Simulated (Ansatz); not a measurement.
# Copper, hcp under BLYP: ground state and equation of state

The plan for copper in the hcp structure: relax it, solve it on a dense k-mesh, then scale the cell to 7 volumes from 88 to 112 % of the relaxed one and try a fit of the equation of state. Spin polarisation is left out. The k-meshes are 14×14×8 for the relaxation; 23×23×12 for the dense run; 15×15×8 for the volumes.

This is Cu in the hcp structure; at room conditions it is fcc.

Program: Ansatz 0.2.0. Level of theory: DFT BLYP, plane waves (420 eV) with PAW, scalar-relativistic; PBE-made PAW files. These are calculated values, not measurements.

## (1) The system as given

It takes space group P6_3/mmc (No. 194, hexagonal). Conventional cell: a = 2.556 Å, b = 2.556 Å, c = 4.174 Å, α = 90.00°, β = 90.00°, γ = 120.00°. Around Cu (site symmetry -6m2) lie 12 Cu at 2.56 Å.

As a file:

```
Cu
1.0
     2.55616    0.00000    0.00000
    -1.27808    2.21370    0.00000
     0.00000    0.00000    4.17421
Cu
2
Direct
  0.33333 0.66667 0.25000
  0.66667 0.33333 0.75000
```

## (2) Relaxation of the cell

Input file input.yaml:

```yaml
crystal:
  lattice:
    - [2.5561591618, 0.0, 0.0]
    - [-1.2780795809, 2.2136987702, 0.0]
    - [0.0, 0.0, 4.1742079112]
  atoms:
    - { symbol: Cu, position: [0.3333333333, 0.6666666667, 0.25] }
    - { symbol: Cu, position: [0.6666666667, 0.3333333333, 0.75] }
hamiltonian:
  xc: blyp
  pseudopotentials:
    kind: paw
    azcp:
      Cu: "pseudopotentials/Cu.paw.azcp"
basis:
  ecutwfc: 420
  fft_grid_basis: typed
kpoints:
  mp_grid: { grid: [14, 14, 8], shift: [0, 0, 0] }
magnetization:
  spin_polarized: false
scf:
  occupations: { method: fermi_dirac, width: 0.1 }
relax:
  max_steps: 60
  f_tol: 0.01
  cell: {}
```

Further steps of the session: The energy on a finer k-mesh; Equation of state: 88 %; Equation of state: 92 %; Equation of state: 96 %; Equation of state: 100 %; Equation of state: 104 %; Equation of state: 108 %; Equation of state: 112 %.

Before running it: what results should come out? Wanted: space group; conventional cell; volume; shortest distance; gap on the mesh; relative to fcc; V₀, B₀, B₀′.

The runs gave:

| quantity | value |
| --- | --- |
| space group (spins left aside) | P6_3/mmc (No. 194) |
| conventional cell | a = 2.617 Å, c = 4.290 Å (c/a = 1.639) |
| volume | 12.727 Å³/atom |
| shortest distance | 2.617 Å |
| gap on the mesh | none (levels filled in part) |
| relative to fcc | +8 meV/atom |
| V₀, B₀, B₀′ | 12.701 Å³/atom, 115 GPa, 5.1 |

From the guessed start the volume grew by 7.8 % in 8 steps. It lies 8 meV/atom above the element's reference form at the same level (fcc, from a run of its own). No gap shows: it is a metal or semimetal at this level. B₀ comes out at 115 GPa; letting shape and positions relax at each volume could only lower it. Relaxation kept the symmetry; phonons were not checked.
